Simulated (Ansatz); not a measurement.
# Cl2FSTa: small, medium and large basis sets

An exercise on one series of results from a longer session: the logs are not shown, and one member is left open.

Computed with Ansatz 0.2.0, Gaussian basis. Level: one geometry, several basis sets.

The runs, in order: PBE0-D4/def2-SVP; ωB97M-V/def2-SVP; PBE0-D4/def2-QZVPP; ωB97M-V/def2-QZVPP; the functionals' def2-TZVPP values are taken from earlier runs.

### Structure used throughout

An earlier PBE0-D4 in a triple-zeta def2 set relaxation fixed the geometry. Ta takes the def2 core potential; no spin-orbit term is included.

SMILES `[F][Ta](=[S])([Cl])[Cl]`, 5 atoms, charge 0, spin multiplicity 1.

Atoms are counted from 1 here; the program's logs count them from 0.

Bond lengths: F1–Ta2 1.854 Å, Ta2–S3 2.141 Å, Ta2–Cl4 2.273 Å, Ta2–Cl5 2.273 Å. Angles: F1–Ta2–S3 108.2°, F1–Ta2–Cl4 110.3°, F1–Ta2–Cl5 110.3°, S3–Ta2–Cl4 108.6°, S3–Ta2–Cl5 108.6°, Cl4–Ta2–Cl5 110.8°.

Set-up of the first run:

File in.yaml:

```yaml
crystal:
  periodic: [false, false, false]
  atoms:
    - {symbol: F, position_ang: [0.303062, -0.210809, 1.891802]}
    - {symbol: Ta, position_ang: [0.023128, -0.023771, 0.069097]}
    - {symbol: S, position_ang: [1.436921, -1.263224, -0.954858]}
    - {symbol: Cl, position_ang: [-2.072802, -0.709132, -0.482755]}
    - {symbol: Cl, position_ang: [0.359692, 2.133136, -0.564687]}
basis:
  gaussian: {orbitals: def2-SVP}
hamiltonian: {xc: pbe0, dispersion: d4}
output: {orbitals: {seedname: orbitals}}
```

On the command line:

```sh
$ ansatz run in.yaml --threads 4 --pin off --events-out ev --progress --plain --max-ram 10444MiB
```

Among the steps run: PBE0-D4 in def2-SVP; ωB97M-V in def2-SVP; PBE0-D4 in def2-QZVPP; ωB97M-V in def2-QZVPP.

One of the session's tables, all rows but one given; the rest of the session is left out.

It belongs to the step «Functionals by basis». 

| functional | basis | HOMO (eV) | LUMO (eV) |
| --- | --- | --- | --- |
| PBE0-D4 | def2-SVP | -8.39 | -2.76 |
| PBE0-D4 | def2-TZVPP | -8.30 | -2.75 |
| PBE0-D4 | def2-QZVPP | -8.31 | -2.77 |
| ωB97M-V | def2-SVP | ? | ? |
| ωB97M-V | def2-TZVPP | -10.34 | -0.66 |
| ωB97M-V | def2-QZVPP | -10.36 | -0.71 |

Q: Estimate the row for ωB97M-V, def2-SVP from the others.

As computed: HOMO (eV): -10.40; LUMO (eV): -0.63. In the column «HOMO (eV)» it is the lowest.
